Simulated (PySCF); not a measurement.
# [Bi(OH)2]+: other functionals and bases at one geometry

How far do other levels of theory move the description of [Bi(OH)2]+, and what does each cost? The structure is generated, not taken from experiment.

Method: several levels, as the steps say, no spin–orbit coupling; program: PySCF 2.14.0.

2 further runs of the same task are left out: 2 for a known fault of the program.

## 1. Starting geometry

5 atoms, charge 1, spin multiplicity 1.

Bond lengths: Bi1–O2 2.052 Å, Bi1–O4 2.052 Å, O2–H3 0.985 Å, O4–H5 0.985 Å. Angles: O2–Bi1–O4 106.1°, Bi1–O2–H3 121.9°, Bi1–O4–H5 121.9°.

As a file:

```
Bi    0.0910    1.2493   -0.1018
O     0.0016    0.1556    1.6324
H    -0.0694   -0.8269    1.6250
O     0.0016   -0.1106   -1.6360
H    -0.0694   -1.0790   -1.4698
```

Formal oxidation states: Bi +3. An earlier session relaxed this geometry at BP86, Bi def2-SVP with ECP60, O def2-SVP, H def2-SVP (singlet, point group C2v).

At BP86 on the finer grid: E = -366.055985 Eh, HOMO -13.20 eV, LUMO -10.09 eV, Mulliken charge on Bi1 +1.28 e, largest force component 0.009 eV/Å. 

Levels to run: CAM-B3LYP; TPSSh; B3LYP; BLYP; BP86, TZVP; BP86, x2c-SVP. Hardware: 2 threads of Arm Neoverse V2, shared host.

## 2. CAM-B3LYP

Contents of run.py (the lines that set the calculation):

```python
mol = gto.M(atom='''
Bi     0.09102     1.24935    -0.10177
O      0.00164     0.15562     1.63236
H     -0.06943    -0.82689     1.62503
O      0.00164    -0.11060    -1.63603
H     -0.06943    -1.07898    -1.46979''',
    basis={'Bi': 'def2-SVP', 'O': 'def2-SVP', 'H': 'def2-SVP'},
    ecp={'Bi': 'def2-SVP'},
    charge=1, spin=0)
mf = dft.RKS(mol, xc='CAMB3LYP')
mf.grids.atom_grid = (75, 302)
mf = mf.density_fit()  # fitting sets: Bi def2-universal-JKFIT, O def2-universal-JKFIT, H def2-universal-JKFIT
mf.conv_tol = 1e-08; mf.max_cycle = 55
mf.kernel(dm0)  # dm0: the density of the relaxed state
```

Run with:

```sh
> OMP_NUM_THREADS=2 python run.py
```

## 3. TPSSh

Edit run.py (the lines that set the calculation) of step 2 so:

```diff
@@ -9,3 +9,3 @@
     charge=1, spin=0)
-mf = dft.RKS(mol, xc='CAMB3LYP')
+mf = dft.RKS(mol, xc='TPSSH')
 mf.grids.atom_grid = (75, 302)
```

## 4. B3LYP

Edit run.py (the lines that set the calculation) of step 3 so:

```diff
@@ -9,3 +9,3 @@
     charge=1, spin=0)
-mf = dft.RKS(mol, xc='TPSSH')
+mf = dft.RKS(mol, xc='B3LYP')
 mf.grids.atom_grid = (75, 302)
```

## 5. BLYP

Edit run.py (the lines that set the calculation) of step 4 so:

```diff
@@ -9,3 +9,3 @@
     charge=1, spin=0)
-mf = dft.RKS(mol, xc='B3LYP')
+mf = dft.RKS(mol, xc='BLYP')
 mf.grids.atom_grid = (75, 302)
```

## 6. BP86, TZVP

Basis: Bi def2-TZVP with ECP60, O def2-TZVP, H def2-TZVP. 

Contents of run.py (the lines that set the calculation):

```python
mol = gto.M(atom='''
Bi     0.09102     1.24935    -0.10177
O      0.00164     0.15562     1.63236
H     -0.06943    -0.82689     1.62503
O      0.00164    -0.11060    -1.63603
H     -0.06943    -1.07898    -1.46979''',
    basis={'Bi': 'def2-TZVP', 'O': 'def2-TZVP', 'H': 'def2-TZVP'},
    ecp={'Bi': 'def2-TZVP'},
    charge=1, spin=0)
mf = dft.RKS(mol, xc='B88,P86')
mf.grids.atom_grid = (75, 302)
mf = mf.density_fit()  # fitting sets: Bi def2-universal-JKFIT, O def2-universal-JKFIT, H def2-universal-JKFIT
mf.conv_tol = 1e-08; mf.max_cycle = 55
mf.kernel(dm0)  # dm0: free metal ions and neutral atoms
```

## 7. BP86, x2c-SVP

Basis: Bi x2c-SVPall, O x2c-SVPall, H x2c-SVPall. All electrons are treated, with the spin-free X2C Hamiltonian.

Contents of run.py (the lines that set the calculation):

```python
mol = gto.M(atom='''
Bi     0.09102     1.24935    -0.10177
O      0.00164     0.15562     1.63236
H     -0.06943    -0.82689     1.62503
O      0.00164    -0.11060    -1.63603
H     -0.06943    -1.07898    -1.46979''',
    basis={'Bi': 'x2c-SVPall', 'O': 'x2c-SVPall', 'H': 'x2c-SVPall'},
    nucmod='G',
    charge=1, spin=0)
mf = dft.RKS(mol, xc='B88,P86')
mf.grids.atom_grid = (99, 590)
mf = mf.density_fit()  # fitting sets: Bi AutoAux, O AutoAux, H AutoAux
mf = mf.sfx2c1e()
mf.conv_tol = 1e-08; mf.max_cycle = 55
mf.kernel(dm0)  # dm0: free metal ions and neutral atoms
```

What does the calculation give? Wanted: for each run, HOMO; gap; charge on Bi1; dipole; largest force.

**Answer**, as computed:

| level | state | HOMO (eV) | gap (eV) | charge on Bi1 (e) | dipole (D) | largest force (eV/Å) | basis functions | time |
| --- | --- | --- | --- | --- | --- | --- | --- | --- |
| BP86 (relaxed here) | singlet | -13.20 | 3.11 | 1.28 | 1.62 | 0.01 | 64 | 3 s |
| CAM-B3LYP | singlet | -15.96 | 7.56 | 1.40 | 1.17 | 0.95 | 64 | 1.7 s |
| TPSSh | singlet | -13.74 | 4.06 | 1.37 | 1.37 | 0.41 | 64 | 1.9 s |
| B3LYP | singlet | -14.30 | 4.71 | 1.38 | 1.30 | 0.47 | 64 | 1.3 s |
| BLYP | singlet | -12.92 | 3.06 | 1.27 | 1.62 | 0.35 | 64 | 1.6 s |
| BP86, TZVP | singlet | -13.40 | 3.17 | 1.34 | 1.34 | 0.87 | 124 | 4.9 s |
| BP86, x2c-SVP | singlet | -13.21 | 3.09 | 1.32 | 1.61 | 0.46 | 100 | 12 s |

Times are on 2 threads of Arm Neoverse V2, shared host; the first row also made further properties. The dipole of a charged species depends on the origin, so these sizes hold for this origin alone.

In one basis the HOMO–LUMO gap runs from 3.06 eV (BLYP) to 7.56 eV (CAM-B3LYP). The largest leftover force, 0.95 eV/Å with CAM-B3LYP, stands at a geometry relaxed at another level. The Mulliken charge on Bi spans +1.27 to +1.40 e over the levels. Total energies of different levels can't be compared. Spin–orbit coupling is left out throughout.
